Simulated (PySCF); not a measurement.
# BH4O4−: magnetic properties

Aim: compute the magnetic properties of BH4O4− (`O[B-](O)(O)O`).

Programs: PySCF 2.14.0, with routines of our own; each step states its level. All values are computed. Atoms count from 0.

### 1 The system as given

9 atoms, charge -1, multiplicity 1; geometry from: GFN2-xTB.

### 2 Magnetic properties: GIAO KT3/def2-SVP

The job: settings as JSON, then the geometry in Å.

```
{"job": {"kind": "mag", "xc": "KT3", "basis": "def2-SVP"}, "charge": -1, "multiplicity": 1}
B      0.001980     0.000190    -0.002420
O      0.002120     0.021100     1.483390
H     -0.871520     0.309310     1.740120
O      1.416260     0.001090    -0.458040
H      1.875840     0.606280     0.120420
O     -0.754300     1.187720    -0.475530
H     -0.991820     1.001630    -1.381490
O     -0.656680    -1.209670    -0.558520
H     -0.021870    -1.917660    -0.467920
```

Method: GIAO KT3/def2-SVP magnetisability, rotational g tensor and spin-rotation constants, non-relativistic, gas phase.

Command:

```console
$ OMP_NUM_THREADS=1 python excited_run.py task.json out
```

The driver reads the jobs from task.json and runs them one after another.

Log:

```text
coarse grid: 7912 points
cycle   1  E = -331.8533765174  dE =  7.068e-01  |g| = 1.515e+00  |ddm| = 3.035e+00
cycle   2  E = -331.0093167076  dE =  8.441e-01  |g| = 2.500e+00  |ddm| = 3.965e+00
cycle   3  E = -332.3048389024  dE = -1.296e+00  |g| = 4.948e-02  |ddm| = 2.873e+00
cycle   4  E = -332.3053995505  dE = -5.606e-04  |g| = 1.401e-02  |ddm| = 6.390e-02
cycle   5  E = -332.3054327750  dE = -3.322e-05  |g| = 6.045e-03  |ddm| = 1.828e-02
cycle   6  E = -332.3054396484  dE = -6.873e-06  |g| = 2.416e-03  |ddm| = 7.008e-03
final grid: 77528 points
cycle   7  E = -332.4334180415  dE = -9.912e-05  |g| = 2.161e-02  |ddm| = 5.211e-02
cycle   8  E = -332.4332782310  dE =  1.398e-04  |g| = 3.461e-02  |ddm| = 4.424e-02
cycle   9  E = -332.4335039274  dE = -2.257e-04  |g| = 7.865e-04  |ddm| = 2.773e-02
cycle  10  E = -332.4335039923  dE = -6.488e-08  |g| = 5.597e-04  |ddm| = 1.041e-03
cycle  11  E = -332.4335040518  dE = -5.956e-08  |g| = 4.610e-05  |ddm| = 4.527e-04
cycle  12  E = -332.4335040522  dE = -4.346e-10  |g| = 1.539e-05  |ddm| = 6.427e-05
converged SCF energy = -332.4335040522

Magnetisability tensor (1e-30 J/T^2)
     -798.31       -6.79        5.70
       -6.79     -806.66        9.70
        5.70        9.70     -802.56
isotropic -802.51   principal values    -818.43   -794.75   -794.35
isotropic susceptibility -48.328 1e-6 cm^3/mol

Inertial axes            a          b          c
rot. const./GHz      4.9269     4.9210     4.6557
chi total           -47.849    -47.849    -49.286
chi diamagnetic    -298.537   -298.537   -311.957
chi paramagnetic    250.687    250.687    262.671
quadrupole/D A       -0.115     -0.115      0.230
g nuclear            0.5542     0.5535     0.5526
g electronic        -0.5803    -0.5796    -0.5745
g total             -0.0261    -0.0261    -0.0220

Spin-rotation constants (kHz, H = +C I.J)
atom  isotope        aa         bb         cc
  0    11B        0.976      0.975      0.822
  2     1H       -0.241     -0.240     -0.497
  4     1H       -0.243     -0.243     -0.493
  6     1H       -0.241     -0.241     -0.496
  8     1H       -0.248     -0.248     -0.484
  1    17O*      -0.443     -0.448     -0.481
* in the singly substituted isotopologue
```

Wall time 10 s (1 thread of Arm Neoverse N1, shared host); peak memory 0.35 GiB.

From this job:

```
              quantity                      value
       magnetisability            -803·10⁻³⁰ J/T²
  molar susceptibility         -48.3·10⁻⁶ cm³/mol
rotational g (a, b, c)  -0.0261, -0.0261, -0.0220
```

### 3 Magnetic properties: GIAO HSE06/def2-SVP

Settings changed since step 2:

```diff
@@ -1,2 +1,2 @@
-{"job": {"kind": "mag", "xc": "KT3", "basis": "def2-SVP"}, "charge": -1, "multiplicity": 1}
+{"job": {"kind": "mag", "xc": "HSE06", "basis": "def2-SVP"}, "charge": -1, "multiplicity": 1}
 B      0.001980     0.000190    -0.002420
```

Level: GIAO HSE06/def2-SVP magnetisability, rotational g tensor and spin-rotation constants, non-relativistic, gas phase.

Log:

```text
coarse grid: 7912 points
cycle   1  E = -327.3881718015  dE =  5.786e-01  |g| = 1.307e+00  |ddm| = 2.966e+00
cycle   2  E = -327.0985035016  dE =  2.897e-01  |g| = 1.804e+00  |ddm| = 2.575e+00
cycle   3  E = -327.7136932422  dE = -6.152e-01  |g| = 3.922e-02  |ddm| = 1.587e+00
cycle   4  E = -327.7139529717  dE = -2.597e-04  |g| = 1.653e-02  |ddm| = 4.659e-02
cycle   5  E = -327.7140128492  dE = -5.988e-05  |g| = 2.760e-03  |ddm| = 1.881e-02
cycle   6  E = -327.7140142889  dE = -1.440e-06  |g| = 6.758e-04  |ddm| = 2.810e-03
final grid: 77528 points
cycle   7  E = -327.7717911614  dE = -4.100e-05  |g| = 4.518e-03  |ddm| = 1.636e-02
cycle   8  E = -327.7717884830  dE =  2.678e-06  |g| = 5.814e-03  |ddm| = 7.283e-03
cycle   9  E = -327.7717947596  dE = -6.277e-06  |g| = 2.716e-04  |ddm| = 4.310e-03
cycle  10  E = -327.7717947711  dE = -1.145e-08  |g| = 8.124e-05  |ddm| = 2.444e-04
cycle  11  E = -327.7717947724  dE = -1.299e-09  |g| = 2.441e-05  |ddm| = 9.518e-05
cycle  12  E = -327.7717947725  dE = -9.288e-11  |g| = 1.214e-05  |ddm| = 2.651e-05
converged SCF energy = -327.7717947725

Magnetisability tensor (1e-30 J/T^2)
     -813.95       -6.71        5.64
       -6.71     -822.17        9.57
        5.64        9.57     -818.11
isotropic -818.08   principal values    -833.80   -810.42   -810.02
isotropic susceptibility -49.266 1e-6 cm^3/mol

Inertial axes            a          b          c
rot. const./GHz      4.9269     4.9210     4.6557
chi total           -48.793    -48.793    -50.212
chi diamagnetic    -298.952   -298.952   -312.418
chi paramagnetic    250.159    250.159    262.206
quadrupole/D A       -0.141     -0.141      0.282
g nuclear            0.5542     0.5535     0.5526
g electronic        -0.5790    -0.5783    -0.5735
g total             -0.0249    -0.0248    -0.0209

Spin-rotation constants (kHz, H = +C I.J)
atom  isotope        aa         bb         cc
  0    11B        0.959      0.957      0.809
  2     1H       -0.241     -0.240     -0.488
  4     1H       -0.243     -0.243     -0.485
  6     1H       -0.241     -0.241     -0.488
  8     1H       -0.248     -0.248     -0.476
  1    17O*      -0.420     -0.437     -0.455
* in the singly substituted isotopologue
```

It took 14 s on 1 thread of Arm Neoverse N1, shared host; peak memory 0.41 GiB.

From this job:

```csv
quantity,value
magnetisability,-818·10⁻³⁰ J/T²
molar susceptibility,-49.3·10⁻⁶ cm³/mol
"rotational g (a, b, c)","-0.0249, -0.0248, -0.0209"
```

### 4 The levels compared

| level | ξ (10⁻³⁰ J/T²) | g(a) | g(b) | gap (eV) | functions | time |
| --- | --- | --- | --- | --- | --- | --- |
| GIAO KT3/def2-SVP | -803 | -0.0261 | -0.0261 | 5.77 | 90 | 10 s |
| GIAO HSE06/def2-SVP | -818 | -0.0249 | -0.0248 | 7.75 | 90 | 14 s |

### 5 Summary of results

| quantity | value |
| --- | --- |
| magnetisability (step 2, GIAO KT3/def2-SVP) | -803·10⁻³⁰ J/T² |
| molar susceptibility (step 2, GIAO KT3/def2-SVP) | -48.3·10⁻⁶ cm³/mol |
| rotational g (a, b, c) (step 2, GIAO KT3/def2-SVP) | -0.0261, -0.0261, -0.0220 |
| magnetisability over the levels | -818 to -803·10⁻³⁰ J/T² |

What this shows: For an ion, the motion of the centre of mass in the field is left out. The magnetisability spreads by 1.9 % over 2 levels, from GIAO HSE06/def2-SVP (14 s) to GIAO KT3/def2-SVP (10 s); the runs took 10 s to 14 s. Two levels can agree by chance, so this spread shows no convergence. Vibrational averaging and real surroundings are missing from these values.
